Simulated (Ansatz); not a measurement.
# Na: the cost of one run

Method: DFT PBEsol, scalar-relativistic, plane waves, PAW, in Ansatz 0.2.0.

## (1) The starting structure

Symmetry: Im-3m, No. 229, cubic system. Conventional cell: a = 4.208 Å, b = 4.208 Å, c = 4.208 Å, α = 90.00°, β = 90.00°, γ = 90.00°. Na (site symmetry m-3m) is surrounded by 8 Na at 3.64 Å.

Structure file:

```cif
data_structure
_symmetry_space_group_name_H-M 'P 1'
_symmetry_Int_Tables_number 1
_cell_length_a 3.6443
_cell_length_b 3.6443
_cell_length_c 3.6443
_cell_angle_alpha 109.471
_cell_angle_beta 109.471
_cell_angle_gamma 109.471
_cell_volume 37.26
loop_
_atom_site_label
_atom_site_type_symbol
_atom_site_fract_x
_atom_site_fract_y
_atom_site_fract_z
_atom_site_occupancy
Na1 Na 0.00000 0.00000 0.00000 1
```

This is candidate A: structure listed in a database for this formula (Im-3m, No. 229).

(A quick probe on a coarse mesh, which set the mesh and smearing, is not shown.)

## (3) The relaxation (candidate A)

Contents of input.yaml:

```yaml
crystal:
  lattice:
    - [-2.1040267987, 2.1040267987, 2.1040267987]
    - [2.1040267987, -2.1040267987, 2.1040267987]
    - [2.1040267987, 2.1040267987, -2.1040267987]
  atoms:
    - { symbol: Na, position: [0.0, 0.0, 0.0] }
basis:
  ecutwfc: 420
kpoints:
  mp_grid: { grid: [18, 18, 18] }
hamiltonian:
  xc: pbesol
scf:
  occupations: { method: gaussian, width: 0.1 }
output:
  forces: true
  stress: true
  eigenvalues: true
relax:
  adjacent_minimum: "off"
  f_tol: 0.01
  max_steps: 80
  cell: { stress_tol: 0.05 }
```

Q: Estimate wall time and peak memory on 1 thread of an Arm CPU, shared host.

About 14 s, with a peak of 0.34 GiB.
